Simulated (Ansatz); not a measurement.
# C2H6AlFO: one species, many methods

How much do the methods differ for C2H6AlFO? The plan is to run it at one geometry with functionals of several rungs and with coupled cluster. The yardstick is the atomisation energy at the CCSD(T) limit.

Program: Ansatz 0.2.0, Gaussian basis. Level of theory: functionals in def2-TZVPP, the program's frozen cores in correlated methods. These are calculated values, not measurements.

The runs, in order: PBE-D4, r2SCAN-D4, PBE0-D4, B3LYP-D4, ωB97X-V, ωB97M-V, B2PLYP; CCSD(T)/def2-TZVPP; MP2/def2-QZVPP; extrapolation to the limit.

### 1 The relaxed structure

All runs share one geometry, relaxed beforehand with PBE0-D4 in a triple-zeta def2 set.

SMILES `[CH3][Al]([F])[CH2]O`, 11 atoms, charge 0, spin multiplicity 1.

Atoms are counted from 1 here; the program's logs count them from 0.

Bond lengths: C1–Al2 1.942 Å, C1–H6 1.096 Å, C1–H7 1.094 Å, C1–H8 1.092 Å, Al2–F3 1.657 Å, Al2–C4 1.972 Å, C4–O5 1.434 Å, C4–H9 1.096 Å, C4–H10 1.100 Å, O5–H11 0.959 Å. Angles: Al2–C1–H6 111.1°, Al2–C1–H7 111.1°, Al2–C1–H8 112.0°, H6–C1–H7 106.7°, H6–C1–H8 107.4°, H7–C1–H8 108.3°, C1–Al2–F3 119.3°, C1–Al2–C4 123.1°, F3–Al2–C4 117.5°, Al2–C4–O5 112.2°, Al2–C4–H9 108.6°, Al2–C4–H10 113.9°, O5–C4–H9 105.7°, O5–C4–H10 111.2°, H9–C4–H10 104.5°, C4–O5–H11 108.8°.

### 2 PBE-D4 (GGA)

Contents of in.yaml:

```yaml
crystal:
  periodic: [false, false, false]
  atoms:
    - {symbol: C, position_ang: [-0.836137, -1.374089, 0.852605]}
    - {symbol: Al, position_ang: [0.643926, -0.134701, 0.641318]}
    - {symbol: F, position_ang: [1.930427, -0.221257, 1.681963]}
    - {symbol: C, position_ang: [0.706098, 1.239596, -0.771789]}
    - {symbol: O, position_ang: [-0.569545, 1.432714, -1.397153]}
    - {symbol: H, position_ang: [-0.865463, -2.097837, 0.030421]}
    - {symbol: H, position_ang: [-1.795215, -0.847369, 0.842321]}
    - {symbol: H, position_ang: [-0.765944, -1.940258, 1.784059]}
    - {symbol: H, position_ang: [0.959482, 2.201607, -0.312741]}
    - {symbol: H, position_ang: [1.495822, 1.074730, -1.519671]}
    - {symbol: H, position_ang: [-0.837949, 0.609965, -1.810634]}
basis:
  gaussian: {orbitals: def2-TZVPP}
hamiltonian: {xc: pbe, dispersion: d4}
output: {forces: true, orbitals: {seedname: orbitals}}
```

The run is started by

```bash
$ ansatz run in.yaml --threads 4 --pin off --events-out ev --progress --plain --max-ram 10444MiB
```

After this run come: r2SCAN-D4 (meta-GGA); PBE0-D4 (hybrid); B3LYP-D4 (hybrid); ωB97X-V (range-separated); ωB97M-V (range-separated); B2PLYP (double hybrid); CCSD(T) in def2-TZVPP; MP2 in def2-QZVPP.

Before running them: what should the planned runs give, taken together? Wanted: atomisation energy, CCSD(T)/CBS; farthest; mean size of error, hybrid; mean size of error, range-separated; gap, smallest and largest; T1 diagnostic; triples share of the correlation energy.

The runs gave:

| quantity | value |
| --- | --- |
| atomisation energy, CCSD(T)/CBS | 987.8 kcal/mol |
| functionals within 4.9 kcal/mol (0.5 %) | r2SCAN-D4, ωB97X-V, ωB97M-V |
| farthest | PBE-D4 (+13.0 kcal/mol) |
| mean size of error, hybrid | 5.8 kcal/mol |
| mean size of error, range-separated | 1.2 kcal/mol |
| gap, smallest and largest | 4.33 eV (PBE-D4), 10.84 eV (ωB97X-V) |
| T1 diagnostic | 0.0114 |
| triples share of the correlation energy | 3.3 % |

PBE-D4 misses by +13.0 kcal/mol. Double hybrids carry the basis error of their MP2 part in triple zeta, and no dispersion term here, so their miss is partly the set-up's. Misses under about 4.9 kcal/mol are within the doubt on the reference itself, which lacks core-valence correlation, relativity and higher excitations. Hartree-Fock recovers 73 % of the binding; the rest is correlation. Orbital gaps span 4.3 to 10.8 eV; exact exchange widens them.
